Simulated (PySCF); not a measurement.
# InN: bond curves at several levels of theory

An exercise on one series of results from a longer session: the logs are not shown, and one member is left open.

The runs use PySCF 2.14.0; In aug-cc-pVDZ-PP with ECP28, N aug-cc-pVDZ, scalar-relativistic core potentials.

Set-up of the first run:

The job is set up so:

```json
{
 "atoms": "In, N",
 "charge": "0",
 "basis": "In aug-cc-pVDZ-PP with ECP28, N aug-cc-pVDZ",
 "Hamiltonian": "scalar-relativistic core potentials",
 "basis functions": "55",
 "electrons treated": "28",
 "masses in u": "114.9039, 14.0031",
 "levels": "PBE0, PBE, r²SCAN, B3LYP, LDA, M06-L, CAM-B3LYP, HF, MP2, SCS-MP2, CCSD, CCSD(T)",
 "grid": "80 radial by 434 angular points",
 "occupations": "held fixed by the projection of orbital angular momentum",
 "dissociation limit": "In + N, each in its ground configuration",
 "starting distance in angstrom": "2.045",
 "values of 2S to try": "0, 2, 4"
}
```

On the command line:

```
$ OMP_NUM_THREADS=1 python dia.py task.json out
```

Among the steps run: Set-up; The PBE0 curve of the state that the search chose; Higher solutions at PBE0; PBE (GGA); r²SCAN (meta-GGA); B3LYP; LDA (local density); M06-L (meta-GGA); CAM-B3LYP; ROHF (mean field); Adding correlation.

One table of the session follows, with a row left open; its other results are not shown here.

Energy (eV) from each level's lowest point:

| R (Å) | ROHF | ROHF-MP2 | ROHF-SCS-MP2 | ROHF-CCSD | ROHF-CCSD(T) |
| --- | --- | --- | --- | --- | --- |
| 1.929 | 0.633 | 0.681 | 0.703 | n/a | n/a |
| 2.019 | 0.252 | 0.292 | 0.308 | 0.323 | 0.337 |
| 2.108 | 0.059 | 0.085 | 0.095 | 0.104 | 0.113 |
| 2.176 | ? | ? | ? | ? | ? |
| 2.243 | 0.000 | 0.000 | 0.000 | 0.000 | 0.000 |
| 2.310 | 0.040 | 0.025 | 0.021 | 0.015 | 0.009 |
| 2.400 | 0.140 | 0.105 | 0.094 | 0.079 | 0.066 |
| 2.512 | 0.315 | 0.254 | 0.235 | 0.206 | 0.182 |
| 2.647 | 0.566 | 0.474 | 0.445 | 0.394 | 0.356 |
| 2.826 | 0.928 | 0.795 | 0.752 | n/a | n/a |

**Question.** Estimate the row for R (Å) = 2.176.

Worked estimate for «ROHF». A straight line through the neighbours (2.108, 0.059) and (2.243, 0.000) gives 0.059 + (0.000 − 0.059) × (2.176 − 2.108) / (2.243 − 2.108) = 0.029; a parabola fitted to 4 rows on both sides gives -0.002.

The run gave: ROHF: 0.002; ROHF-MP2: 0.016; ROHF-SCS-MP2: 0.020; ROHF-CCSD: 0.025; ROHF-CCSD(T): 0.030. In «ROHF» the line misses by +0.027 and the parabola by -0.004.
